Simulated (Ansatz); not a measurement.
# ClTi: the cost of one run

The runs use Ansatz 0.2.0, Gaussian basis; def2-QZVPP, core rule «outside noble gas», up to 14 orbitals frozen.

The runs, in order: UHF; ROHF; CCSD(T) on UHF.

## (1) The geometry

The geometry is a PBE0/def2-TZVP stationary point (not a proven minimum).

2 atoms, charge 1, spin multiplicity 5.

Atoms are counted from 1 here; the program's logs count them from 0.

Bond lengths: Ti1–Cl2 2.611 Å.

## (2) UHF

Input file in.yaml:

```yaml
crystal:
  periodic: [false, false, false]
  atoms:
    - {symbol: Ti, position_ang: [0.000000, 0.000000, 0.000000]}
    - {symbol: Cl, position_ang: [0.000000, 0.000000, 2.611200]}
basis:
  gaussian: {orbitals: "def2-QZVPP.json"}
total_charge: 1
magnetization: {spin_polarized: true, initial_magnetization: 4}
hamiltonian: {xc: hf}
output: {orbitals: {seedname: orbitals}}
```

The run is started by

```sh
> ansatz run in.yaml --threads 1 --pin off --events-out ev --progress --plain --max-ram 4096MiB --backend cpu
```

**Question.** How long does this run take on 1 thread of AMD EPYC 7R13, shared host, and how much memory does it need?

About 95 s, with a peak of 0.5 GiB.
